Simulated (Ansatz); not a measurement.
# HfPdSe2: the cost of one run

Program: Ansatz 0.2.0. Level of theory: DFT PBE, scalar-relativistic, plane waves, PAW. These are calculated values, not measurements.

## 1. The starting structure

It takes space group P4/mmm (No. 123, tetragonal). Conventional cell: a = 3.779 Å, b = 3.779 Å, c = 5.748 Å, α = 90.00°, β = 90.00°, γ = 90.00°. Around Hf (site symmetry 4/mmm) lie 4 Se at 2.67 Å and 2 Pd at 2.87 Å. Pd (site symmetry 4/mmm) is surrounded by 4 Se at 2.67 Å and 2 Hf at 2.87 Å. Se (site symmetry 4/mmm) has 4 Hf at 2.67 Å and 2 Se at 2.87 Å as nearest neighbours. Se (site symmetry 4/mmm) has 4 Pd at 2.67 Å and 2 Se at 2.87 Å as nearest neighbours.

As a file:

```xyz
4
Lattice="3.7791 0.0000 0.0000 0.0000 3.7791 0.0000 0.0000 0.0000 5.7484" Properties=species:S:1:pos:R:3 pbc="T T T"
Hf    0.0000    0.0000    2.8742
Pd    0.0000    0.0000    0.0000
Se    1.8896    1.8896    2.8742
Se    1.8896    1.8896    0.0000
```

It is the end of an earlier relaxation with the same method, from a generated guess; it is a trial structure. At a tolerance of 0.05 Å it has space group P4/mmm (No. 123); it has 20.52 Å³/atom, an uncorrected energy of -0.27 eV/atom over the elements.

## 2. Bands, states and charges

input.yaml reads:

```yaml
crystal:
  lattice:
    - [3.779116241, 0.0, 0.0]
    - [0.0, 3.779116241, 0.0]
    - [0.0, 0.0, 5.7483698815]
  atoms:
    - { symbol: Hf, position: [0.0, 0.0, 0.5] }
    - { symbol: Pd, position: [0.0, 0.0, 0.0] }
    - { symbol: Se, position: [0.5, 0.5, 0.5] }
    - { symbol: Se, position: [0.5, 0.5, 0.0] }
basis:
  ecutwfc: 420
kpoints:
  mp_grid: { grid: [12, 12, 8] }
  band_path:
    path:
      - [[0.0, 0.0, 0.0], [0.0, 0.5, 0.0], [0.5, 0.5, 0.0], [0.0, 0.0, 0.0], [0.0, 0.0, 0.5], [0.0, 0.5, 0.5], [0.5, 0.5, 0.5], [0.0, 0.0, 0.5]]
      - [[0.0, 0.5, 0.0], [0.0, 0.5, 0.5]]
      - [[0.5, 0.5, 0.0], [0.5, 0.5, 0.5]]
    npoints: 14
hamiltonian:
  xc: pbe
scf:
  occupations: { method: gaussian, width: 0.1 }
  n_extra_bands: 10
output:
  forces: true
  stress: true
  eigenvalues: true
  populations: true
  dos: { projected: true, de: 0.02, nscf_kmesh: { grid: [15, 15, 10] } }
  bader: true
  write_density: true
  write_potential: true
  elf: true
  volumetric_format: npy
```

The run is started by

```
$ ansatz run input.yaml --threads 1 --pin off --max-ram 2560MiB --backend cpu --events-out ev --progress --plain --runs-dir out
```

Q: Estimate wall time and peak memory on 1 thread of Intel Xeon at 2.70GHz, shared host.

About 2.3 min, with a peak of 0.84 GiB.
